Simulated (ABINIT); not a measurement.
BiTe:

```
Bi Te
1.0
     2.42271    1.39875    3.31729
    -2.42271    1.39875    3.31729
     0.00000   -2.79750    3.31729
Bi Te
1 1
Direct
  0.50000 0.50000 0.50000
  0.00000 0.00000 0.00000
```

The cell comes from a database or a generator and needn't be the stable form of this composition.

Base run:

* Program: ABINIT 10.8.3 (patched build)
* Functional: PBE
* Potentials or basis: JTH PAW PBE v2.0
* Cutoff: 599 eV
* k mesh: 7 × 7 × 7
* Occupations: fermi-dirac, width 0.05 eV
* Spin: no spin polarisation

Its results: band gap on the k mesh none (metal or under the smearing width); pressure 0.1 GPa.

Problem. The run is repeated on the same cell with these changes: spin from no spin polarisation to spin-orbit coupling, no magnetisation. What comes out?

Solution. Band gap on the k mesh none (metal or under the smearing width); pressure 1.1 GPa.

Caveats: spin-orbit coupling is left out, which moves the levels of the heavy elements (some runs).
